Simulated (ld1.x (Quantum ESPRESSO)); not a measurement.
# Pseudopotential generation for F: TM, PBEsol

Aim: build the potential from the settings below, then test how well it stands in for the atom: other configurations, scattering, ghost states and the plane-wave cutoff that it needs.

Program: ld1.x (Quantum ESPRESSO) 7.5. Reference atom: PBEsol, scalar-relativistic, spherical and spin-unpolarised. All values are calculated.

## 1. The atom and the settings

The settings as typed:

```
element                 : fluorine (F, Z = 9)
type                    : norm-conserving Troullier–Martins (Kleinman–Bylander form)
frozen core             : [He]
valence charge          : 7
reference configuration : 2s2 2p5
partial waves           : 2s (bound): rc 0.70 bohr; 3d channel at 0.05 Ry: rc 1.90 bohr; 2p (bound): rc 2.05 bohr
local potential         : the p channel
core correction         : a·sin(br)/r model core inside 0.60 bohr
```

The nodes and maxima of the atom's own shells, from an earlier all-electron run, set the scale for the radii.

All-electron outer shells of the reference configuration (PBEsol, scalar-relativistic, ld1.x):

```csv
shell,level (eV),outermost node (bohr),outermost maximum (bohr)
1s,-661.16,–,0.11
2s,-29.72,0.24,0.76
2p,-11.05,–,0.71
```

## 2. The generation run

Contents of F.in:

```
 &input
   title='F', zed=9., rel=1, dft='PBESOL', iswitch=3,
   config='[He] 2s2 2p5 3d-2',
   nld=3, rlderiv=2.25, eminld=-4.0, emaxld=5.0, deld=0.02
 /
 &inputp
   pseudotype=2, tm=.true., lloc=1,
   nlcc=.true., rcore=0.60,
   file_pseudopw='F.UPF', file_wfcaegen='ae.wfc', file_wfcncgen='nc.wfc', file_beta='beta', file_chi='chi'
 /
3
2S  1  0   2.00   0.00  0.70  0.70  0.0
3D  3  2  -2.00   0.05  1.90  1.90  0.0
2P  2  1   5.00   0.00  2.05  2.05  0.0
 &test
   configts(1)='2s2 2p5'
 /
```

Command:

```sh
ld1.x < F.in > F.out
```

What the program wrote to F.out (without the banner and most projector matrices):

```text
     Program LD1 v.7.5
     --------------------------- All-electron run ----------------------------

     F
     scalar relativistic calculation

     atomic number is  9.00
     dft =PBESOL   lsd =0 sic =0 latt =0  beta=0.20 tr2=1.0E-14
     Exchange-correlation= PBESOL
                           (   1   4  10   8   0   0   0)
     mesh =1105 r(mesh) =  99.76081 a.u. xmin = -7.00 dx = 0.01250
     1 Ry =  13.60569312 eV, c = 137.03599908

     n l     nl                  e(Ry)          e(Ha)          e(eV)
     1 0     1S 1( 2.00)       -48.5945       -24.2973      -661.1624
     2 0     2S 1( 2.00)        -2.1844        -1.0922       -29.7204
     2 1     2P 1( 5.00)        -0.8123        -0.4061       -11.0517

     final scf error:  6.2E-15 reached in  22 iterations

     Etot =    -198.896219 Ry,     -99.448109 Ha,   -2706.120914 eV

     Ekin =     198.653027 Ry,      99.326514 Ha,    2702.812130 eV
     Encl =    -476.966171 Ry,    -238.483086 Ha,   -6489.455358 eV
     Eh   =      99.223089 Ry,      49.611545 Ha,    1349.998903 eV
     Exc  =     -19.806164 Ry,      -9.903082 Ha,    -269.476588 eV

     normalization and overlap integrals

     s(1S/1S) =  1.000000  <r> =   0.1767  <r2> =    0.0421  r(max) =   0.1139
     s(2S/2S) =  1.000000  <r> =   1.0060  <r2> =    1.2343  r(max) =   0.7617
     s(2P/2P) =  1.000000  <r> =   1.1047  <r2> =    1.6352  r(max) =   0.7066

     ------------------------ End of All-electron run ------------------------

     --------------------- Generating NC pseudopotential ---------------------

      Generating local pot.: lloc=1, matching radius rcloc =   2.0500

      Computing core charge for nlcc:

       r > 0.60 : true rho core
       r < 0.60 : rho core = a sin(br)/r    a=   0.40  b=   4.68

      Integrated core pseudo-charge :   0.06

      Wfc   2S  rcut= 0.707  Using Troullier-Martins method

      Wfc   3D  rcut= 1.921  Using Troullier-Martins method

     ------------------- End of pseudopotential generation -------------------

     [... the all-electron block is printed once more ...]


     Computing logarithmic derivative in   2.24576

       Warning: n=1, l=0 expected 0 nodes, found 1
       Setting wfc to zero for this iteration
       (This warning will only be printed once per wavefunction)

     Computing logarithmic derivative in   2.24576
     Computing the partial wave expansion
     R is outside the sphere for l=    0 j= 0.00
       no projector for channel:   1
     R is outside the sphere for l=    2 j= 0.00

     ---------------------- Testing the pseudopotential ----------------------

     F
     scalar relativistic calculation

     atomic number is  9.00   valence charge is  7.00
     dft =PBESOL   lsd =0 sic =0 latt =0  beta=0.20 tr2=1.0E-14
     mesh =1105 r(mesh) =  99.76081 xmin = -7.00 dx = 0.01250

     n l     nl             e AE (Ry)        e PS (Ry)    De AE-PS (Ry)
     1 0     2S   1( 2.00)       -2.18441       -2.18447        0.00006
     2 1     2P   1( 5.00)       -0.81228       -0.81228        0.00000

     eps = 9.3E-15  iter = 24

     Etot =    -198.896219 Ry,     -99.448109 Ha,   -2706.120914 eV
     Etotps =   -45.943515 Ry,     -22.971757 Ha,    -625.093363 eV

     Ekin =      27.426427 Ry,      13.713214 Ha,     373.155556 eV
     Encl =    -109.445477 Ry,     -54.722738 Ha,   -1489.081573 eV
     Ehrt =      39.989723 Ry,      19.994861 Ha,     544.087895 eV
     Ecxc =      -8.559787 Ry,      -4.279894 Ha,    -116.461842 eV
     (Ecc =      -0.046448 Ry,      -0.023224 Ha,      -0.631954 eV)
     Epseu=       4.645600 Ry,       2.322800 Ha,      63.206601 eV

     ---------------------- End of pseudopotential test ----------------------
```

It took 2.2 s on 1 thread of Intel Xeon Platinum 8259CL at 2.50GHz, shared host. (Generation and the later configuration tests together.)

All-electron and pseudo partial waves u(r) = r·R(r), from the program's wave files:

| r (bohr) | 2s AE | 2s PS |
| --- | --- | --- |
| 0.103 | -0.4462 | 0.1178 |
| 0.205 | -0.1569 | 0.2540 |
| 0.308 | 0.2558 | 0.4283 |
| 0.410 | 0.5967 | 0.6341 |
| 0.513 | 0.8314 | 0.8324 |
| 0.615 | 0.9636 | 0.9634 |
| 0.718 | 1.0184 | 1.0184 |
| 0.820 | 1.0177 | 1.0177 |
| 0.923 | 0.9807 | 0.9807 |
| 1.025 | 0.9224 | 0.9224 |
| 1.128 | 0.8517 | 0.8517 |
| 1.230 | 0.7768 | 0.7768 |
| 1.332 | 0.7016 | 0.7016 |
| 1.435 | 0.6282 | 0.6282 |
| 1.538 | 0.5590 | 0.5590 |
| 1.640 | 0.4956 | 0.4956 |
| 1.743 | 0.4371 | 0.4371 |
| 1.845 | 0.3848 | 0.3848 |
| 1.948 | 0.3373 | 0.3373 |
| 2.050 | 0.2954 | 0.2954 |
| 2.153 | 0.2579 | 0.2579 |
| 2.255 | 0.2251 | 0.2251 |
| 2.358 | 0.1959 | 0.1959 |
| 2.460 | 0.1705 | 0.1705 |
| 2.562 | 0.1482 | 0.1482 |
| 2.665 | 0.1286 | 0.1286 |

## 3. Configuration tests

Contents of F.test.in:

```
 &input
   title='F', zed=9., rel=1, dft='PBESOL', iswitch=2,
   config='[He] 2s2 2p5 3d-2'
 /
 &test
   file_pseudo='F.UPF', nconf=8,
   configts(1)='2s2 2p5',
   configts(2)='2s2 2p4',
   configts(3)='2s2 2p3',
   configts(4)='2s2 2p2',
   configts(5)='2s1 2p5',
   configts(6)='2s2 2p5.3',
   configts(7)='2s2 2p4.5',
   configts(8)='2s1 2p6'
 /
```

Command:

```sh
ld1.x < F.test.in > F.test.out
```

F.test.out, the pseudopotential blocks, each with the warnings that came before it:

```text
     Warning: n=1, l=0 expected 0 nodes, found 1
     ---------------------- Testing the pseudopotential ----------------------

     F
     scalar relativistic calculation

     atomic number is  9.00   valence charge is  7.00
     dft =PBESOL   lsd =0 sic =0 latt =0  beta=0.20 tr2=1.0E-14
     mesh =1105 r(mesh) =  99.76081 xmin = -7.00 dx = 0.01250

     n l     nl             e AE (Ry)        e PS (Ry)    De AE-PS (Ry)
     1 0     2S   1( 2.00)       -2.18441       -2.18447        0.00006
     2 1     2P   1( 5.00)       -0.81228       -0.81228        0.00000

     eps = 7.3E-15  iter = 23

     Etot =    -198.896219 Ry,     -99.448109 Ha,   -2706.120914 eV
     Etotps =   -45.943515 Ry,     -22.971758 Ha,    -625.093367 eV

     Ekin =      27.426427 Ry,      13.713214 Ha,     373.155554 eV
     Encl =    -109.445477 Ry,     -54.722739 Ha,   -1489.081578 eV
     Ehrt =      39.989723 Ry,      19.994861 Ha,     544.087897 eV
     Ecxc =      -8.559788 Ry,      -4.279894 Ha,    -116.461842 eV
     (Ecc =      -0.046448 Ry,      -0.023224 Ha,      -0.631954 eV)
     Epseu=       4.645600 Ry,       2.322800 Ha,      63.206602 eV

     ---------------------- End of pseudopotential test ----------------------

     ---------------------- Testing the pseudopotential ----------------------

     F
     [...]
     n l     nl             e AE (Ry)        e PS (Ry)    De AE-PS (Ry)
     1 0     2S   1( 2.00)       -3.46782       -3.48406        0.01623  !
     2 1     2P   1( 4.00)       -2.07413       -2.06113       -0.01300  !

     eps = 6.2E-15  iter = 16

     Etot =    -197.476466 Ry,     -98.738233 Ha,   -2686.804198 eV
     Etotps =   -44.526235 Ry,     -22.263118 Ha,    -605.810290 eV
     dEtot_ae =       1.419752 Ry
     dEtot_ps =       1.417280 Ry,   Delta E=       0.002472 Ry

     [...]
     ---------------------- End of pseudopotential test ----------------------

     ---------------------- Testing the pseudopotential ----------------------

     F
     [...]
     n l     nl             e AE (Ry)        e PS (Ry)    De AE-PS (Ry)
     1 0     2S   1( 2.00)       -4.97983       -4.97390       -0.00593  !
     2 1     2P   1( 3.00)       -3.59242       -3.49942       -0.09299  !

     eps = 9.2E-15  iter = 16

     Etot =    -194.663071 Ry,     -97.331535 Ha,   -2648.526004 eV
     Etotps =   -41.758682 Ry,     -20.879341 Ha,    -568.155816 eV
     dEtot_ae =       4.233148 Ry
     dEtot_ps =       4.184833 Ry,   Delta E=       0.048315 Ry

     [...]
     ---------------------- End of pseudopotential test ----------------------

     ---------------------- Testing the pseudopotential ----------------------

     F
     [...]
     n l     nl             e AE (Ry)        e PS (Ry)    De AE-PS (Ry)
     1 0     2S   1( 2.00)       -6.68351       -6.59643       -0.08708  !
     2 1     2P   1( 2.00)       -5.33500       -5.06665       -0.26835  !

     eps = 5.2E-15  iter = 13

     Etot =    -190.217225 Ry,     -95.108612 Ha,   -2588.037188 eV
     Etotps =   -37.484588 Ry,     -18.742294 Ha,    -510.003801 eV
     dEtot_ae =       8.678994 Ry
     dEtot_ps =       8.458927 Ry,   Delta E=       0.220067 Ry

     [...]
     ---------------------- End of pseudopotential test ----------------------

     ---------------------- Testing the pseudopotential ----------------------

     F
     [...]
     n l     nl             e AE (Ry)        e PS (Ry)    De AE-PS (Ry)
     1 0     2S   1( 1.00)       -3.48092       -3.54242        0.06149  !
     2 1     2P   1( 5.00)       -2.08348       -2.11147        0.02799  !

     eps = 7.9E-15  iter = 18

     Etot =    -196.080875 Ry,     -98.040438 Ha,   -2667.816219 eV
     Etotps =   -43.099266 Ry,     -21.549633 Ha,    -586.395381 eV
     dEtot_ae =       2.815343 Ry
     dEtot_ps =       2.844250 Ry,   Delta E=      -0.028906 Ry

     [...]
     ---------------------- End of pseudopotential test ----------------------

     ---------------------- Testing the pseudopotential ----------------------

     F
     [...]
     n l     nl             e AE (Ry)        e PS (Ry)    De AE-PS (Ry)
     1 0     2S   1( 2.00)       -1.85443       -1.84736       -0.00707  !
     2 1     2P   1( 5.30)       -0.49277       -0.49015       -0.00262

     eps = 8.7E-15  iter = 29

     Etot =    -199.091187 Ry,     -99.545594 Ha,   -2708.773594 eV
     Etotps =   -46.138136 Ry,     -23.069068 Ha,    -627.741324 eV
     dEtot_ae =      -0.194968 Ry
     dEtot_ps =      -0.194621 Ry,   Delta E=      -0.000347 Ry

     [...]
     ---------------------- End of pseudopotential test ----------------------

     ---------------------- Testing the pseudopotential ----------------------

     F
     [...]
     n l     nl             e AE (Ry)        e PS (Ry)    De AE-PS (Ry)
     1 0     2S   1( 2.00)       -2.79410       -2.80514        0.01104  !
     2 1     2P   1( 4.50)       -1.40819       -1.40759       -0.00059

     eps = 8.7E-15  iter = 16

     Etot =    -198.344238 Ry,     -99.172119 Ha,   -2698.610838 eV
     Etotps =   -45.391275 Ry,     -22.695637 Ha,    -617.579755 eV
     dEtot_ae =       0.551980 Ry
     dEtot_ps =       0.552240 Ry,   Delta E=      -0.000260 Ry

     [...]
     ---------------------- End of pseudopotential test ----------------------

     ---------------------- Testing the pseudopotential ----------------------

     F
     [...]
     n l     nl             e AE (Ry)        e PS (Ry)    De AE-PS (Ry)
     1 0     2S   1( 1.00)       -2.22012       -2.24333        0.02321  !
     2 1     2P   1( 6.00)       -0.84401       -0.86155        0.01753  !

     eps = 8.3E-15  iter = 29

     Etot =    -197.522086 Ry,     -98.761043 Ha,   -2687.424894 eV
     Etotps =   -44.566476 Ry,     -22.283238 Ha,    -606.357802 eV
     dEtot_ae =       1.374132 Ry
     dEtot_ps =       1.377039 Ry,   Delta E=      -0.002907 Ry

     [...]
     ---------------------- End of pseudopotential test ----------------------
```

The tests as a table, with energies relative to 2s2 2p5.

```tsv
valence configuration	charge	ΔE all-electron (eV)	error AE − PS (meV)
2s2 2p4	+1	19.317	+34
2s2 2p3	+2	57.595	+657
2s2 2p2	+3	118.084	+2994
2s1 2p5	+1	38.305	-393
2s2 2p5.3	-0.3	-2.653	-4.7
2s2 2p4.5	+0.5	7.510	-3.5
2s1 2p6	0	18.696	-40
```

## 4. Does it scatter like the atom?

Taken from the files of the generation run. The phase is arctan(r·u′/u) with u = r·R, unwrapped, with energies in Ry. A pole is an energy at which the radial function vanishes at the test radius. The pseudo phase is shifted by a multiple of π to meet the all-electron one at the reference energy. Levels narrower than the energy grid can be missing from the poles. The last column is the largest difference on the grid between −1 and +1 Ry.

| channel | radius (bohr) | reference (Ry) | poles AE | poles PS | window around the reference with phases within 0.05 rad (Ry) | largest difference near zero (rad) |
| --- | --- | --- | --- | --- | --- | --- |
| s | 2.25 | -2.18 | -2.03 | -2.02 | below -0.1 | 0.168 |
| p | 2.25 | -0.81 | -0.57 | -0.56 | below 0.4 | 0.088 |
| d | 2.25 | 0.05 | 4.50 | 4.13 | below 4.3 | 0.001 |

Phases (rad) along the scan:

| E (Ry) | s AE | s PS | p AE | p PS |
| --- | --- | --- | --- | --- |
| -4.00 | 1.320 | 1.324 | 1.344 | 1.348 |
| -3.52 | 1.290 | 1.296 | 1.328 | 1.332 |
| -3.04 | 1.236 | 1.244 | 1.306 | 1.312 |
| -2.56 | 1.037 | 1.052 | 1.277 | 1.285 |
| -2.08 | -1.507 | -1.504 | 1.231 | 1.242 |
| -1.60 | -1.760 | -1.750 | 1.139 | 1.154 |
| -1.12 | -1.839 | -1.823 | 0.719 | 0.751 |
| -0.64 | -1.908 | -1.881 | -1.494 | -1.487 |
| -0.16 | -1.992 | -1.948 | -1.770 | -1.745 |
| 0.32 | -2.122 | -2.040 | -1.891 | -1.845 |
| 0.80 | -2.359 | -2.191 | -2.020 | -1.932 |
| 1.28 | -2.858 | -2.477 | -2.227 | -2.042 |
| 1.76 | -3.626 | -3.058 | -2.664 | -2.216 |
| 2.24 | -4.131 | -3.782 | -3.481 | -2.539 |
| 2.72 | -4.370 | -4.200 | -4.092 | -3.147 |
| 3.20 | -4.497 | -4.406 | -4.364 | -3.807 |
| 3.68 | -4.577 | -4.522 | -4.501 | -4.180 |
| 4.16 | -4.632 | -4.599 | -4.585 | -4.370 |
| 4.64 | -4.674 | -4.656 | -4.642 | -4.480 |

## 5. Cutoff and ghost test in a Bessel basis

A separate test, outside the generator: the pseudo-atom's Hamiltonian at the reference potential is diagonalised in spherical Bessel functions j_l(qr) that vanish at 20 bohr, with q² up to the cutoff.

All-electron valence levels (Ry): 2s -2.1844, 2p -0.8123. The lowest levels of each channel (Ry) by cutoff; the last column sums, over occupied levels, occupation times the distance from the level at 400 Ry. A positive value at high cutoff is not a bound level.

| cutoff (Ry) | s #1 | d #1 | p #1 | f #1 | Σ f·Δε (mRy) |
| --- | --- | --- | --- | --- | --- |
| 8 | -1.8963 | 0.0807 | 0.0100 | 0.1213 | 4687.2 |
| 15 | -1.9898 | 0.0807 | -0.3807 | 0.1213 | 2546.8 |
| 25 | -1.9970 | 0.0807 | -0.7400 | 0.1213 | 736.0 |
| 40 | -2.0644 | 0.0807 | -0.8107 | 0.1213 | 247.8 |
| 55 | -2.1267 | 0.0807 | -0.8119 | 0.1213 | 117.0 |
| 80 | -2.1698 | 0.0807 | -0.8122 | 0.1213 | 29.5 |
| 110 | -2.1798 | 0.0807 | -0.8123 | 0.1213 | 9.2 |
| 160 | -2.1807 | 0.0807 | -0.8123 | 0.1213 | 7.4 |
| 230 | -2.1837 | 0.0807 | -0.8123 | 0.1213 | 1.3 |
| 260 | -2.1842 | 0.0807 | -0.8123 | 0.1213 | 0.4 |
| 350 | -2.1843 | 0.0807 | -0.8123 | 0.1213 | 0.1 |
| 400 | -2.1844 | 0.0807 | -0.8123 | 0.1213 | 0.0 |

The sum stays within 10 mRy from 110 Ry and within 1 mRy from 260 Ry. The sum leaves out empty levels, which can need more. Ghost test: no level below the all-electron spectrum of its channel (s, d, p, f tested).

## 6. What came out

```
                                                quantity                   value
               cutoffs for 10 and 1 mRy, occupied levels       110 Ry and 260 Ry
                                            bound ghosts              none found
                            largest test error (AE − PS)  +2994 meV, for 2s2 2p2
largest phase difference near zero energy, channels read               0.168 rad
```

What this shows: By total energies transferability is poor: the largest error is 2994 meV on 118.1 eV, for 2s2 2p2. That test lies far up in energy; among those under 40 eV, nearer to bonding, the largest error is 393 meV. The potential is hard: the looser tolerance needs 110 Ry. The slowest occupied level is 2s: taken alone it needs 230 Ry to come within 1 mRy, against 45 Ry for 2p. It is free of bound ghosts as far as tested. Near zero energy the largest phase difference among the channels read is 0.17 rad, in the s channel. These are tests on the free atom; a crystal test is still owed.
